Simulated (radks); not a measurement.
# Nuclear size and the levels of Sn

One table from this session's results is given with a row withheld; the runs are named, their logs left out.

Method: Dirac Kohn-Sham, relativistic LDA (MacDonald-Vosko exchange, VWN5 correlation), spin-unpolarised, spherical densities, finite nucleus; open shells fill j = l - 1/2 first. Code: radks (a radial shooting solver on a logarithmic mesh, Libxc functionals) version 1.

### Starting point

```
element            : tin (Z = 50)
charge             : 0
electrons          : 50
configuration      : [Kr] 4d10 5s2 5p2
nuclear rms radius : 4.6519 fm
```

Set-up of the first run:

The run's settings:

```text
Z 50
configuration [Kr] 4d10 5s2 5p2 6s0 4f0
relativity Dirac
functional lda_x_rel,vwn5
spin unpolarised
j_filling energy
nucleus finite rms 4.6519 fm
c 137.035999084
```

Among the steps run: rms radius 4.6519 fm.

One table of the session follows, with a row left open; its other results are not shown here.

It belongs to the step «rms radius 4.6519 fm». The radial density on a logarithmic grid:

| r (bohr) | 4πr²ρ (e/bohr) |
| --- | --- |
| 0.00139 | 2.785 |
| 0.00227 | 6.333 |
| 0.00370 | 13.63 |
| 0.00602 | 26.82 |
| 0.00989 | 46.06 |
| 0.0161 | 62.53 |
| 0.0262 | 62.78 |
| 0.0428 | 56.53 |
| 0.0697 | 74.90 |
| 0.114 | 75.14 |
| 0.186 | 57.72 |
| 0.304 | 63.88 |
| 0.494 | 23.32 |
| 0.806 | 23.37 |
| 1.31 | ? |
| 2.15 | 2.674 |
| 3.51 | 0.8423 |
| 5.72 | 0.09734 |

**Question.** Estimate the row for r (bohr) = 1.31.

Worked estimate for «4πr²ρ (e/bohr)». A straight line through the neighbours (0.806, 23.37) and (2.15, 2.674) gives 23.37 + (2.674 − 23.37) × (1.31 − 0.806) / (2.15 − 0.806) = 15.609; a parabola fitted to 4 rows on both sides gives 12.529.

**Answer.** 4πr²ρ (e/bohr): 9.788. In «4πr²ρ (e/bohr)» the line misses by +5.821 and the parabola by +2.741.
